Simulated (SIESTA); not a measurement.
Te2MoW2Se4, a slab with vacuum:

```xyz
9
Lattice="3.3969 0.0000 0.0000 -1.6985 2.9418 0.0000 0.0000 0.0000 31.4420" Properties=species:S:1:pos:R:3 pbc="T T T"
W     0.0000    1.9612   10.9104
W     0.0000    0.0000   18.1832
Te    0.0000    1.9612    5.5097
Te    0.0000    1.9612    1.7631
Mo    0.0000    0.0000    3.6361
Se    0.0000    0.0000    9.2521
Se    0.0000    1.9612   19.8413
Se    0.0000    1.9612   16.5252
Se    0.0000    0.0000   12.5673
```

- Program: SIESTA 5.4.2
- Task: single point
- Functional: PBEsol
- Potentials or basis: PseudoDojo 0.4 standard (PBEsol files)
- Basis: DZP (energy shift 0.003 Ry; two zetas on semicore shells)
- Grid cutoff: 800 Ry
- Energy shift: 0.003 Ry
- k mesh: 9 × 9 × 1
- Occupations: fermi-dirac, width 0.05 eV
- Spin: no spin polarisation

On this cell: largest force 0.420 eV/Å; band gap on the k mesh 0.63 eV, indirect (least direct gap 0.65 eV).

The same run follows on a disturbed copy (atoms moved at random, drawn with an rms of 0.05 Å):

```
W Te Mo Se
1.0
     3.39691    0.00000    0.00000
    -1.69846    2.94181    0.00000
     0.00000    0.00000   31.44202
W Te Mo Se
2 2 1 4
Direct
  0.33113 0.67185 0.34695
  0.99253 0.99534 0.57878
  0.32329 0.66800 0.17483
  0.32609 0.67205 0.05633
  0.00958 0.00509 0.11568
  0.01134 0.99613 0.29421
  0.32820 0.66928 0.62992
  0.31693 0.65821 0.52497
  0.98914 0.98865 0.40108
```

Q: What changes?

A: The energy moves by +9.9 meV/atom; largest force 1.270 eV/Å; band gap on the k mesh 0.58 eV, indirect (least direct gap 0.63 eV).

Forces in eV/Å, atoms in the order of the input:
```
W    0.517 -0.622  0.633
W   -0.231  0.115 -1.244
Te   0.441  0.063  0.343
Te   0.423 -0.013 -0.184
Mo  -0.859 -0.049 -0.056
Se  -0.525  0.256 -0.349
Se   0.047 -0.193  1.079
Se   0.184  0.080  0.026
Se   0.003  0.364 -0.248
```

Stress tensor (GPa, compression positive):
```
-0.61 -0.43  0.33
-0.43 -0.92 -0.05
 0.33 -0.05  0.56
```

Caveats: short orbitals over semicore shells can move pressures by several GPa; spin-orbit coupling is left out, which moves the levels of the heavy elements; the basis of atomic orbitals isn't converged, which shifts pressures, moduli and gaps.

A k mesh can miss the band edges.
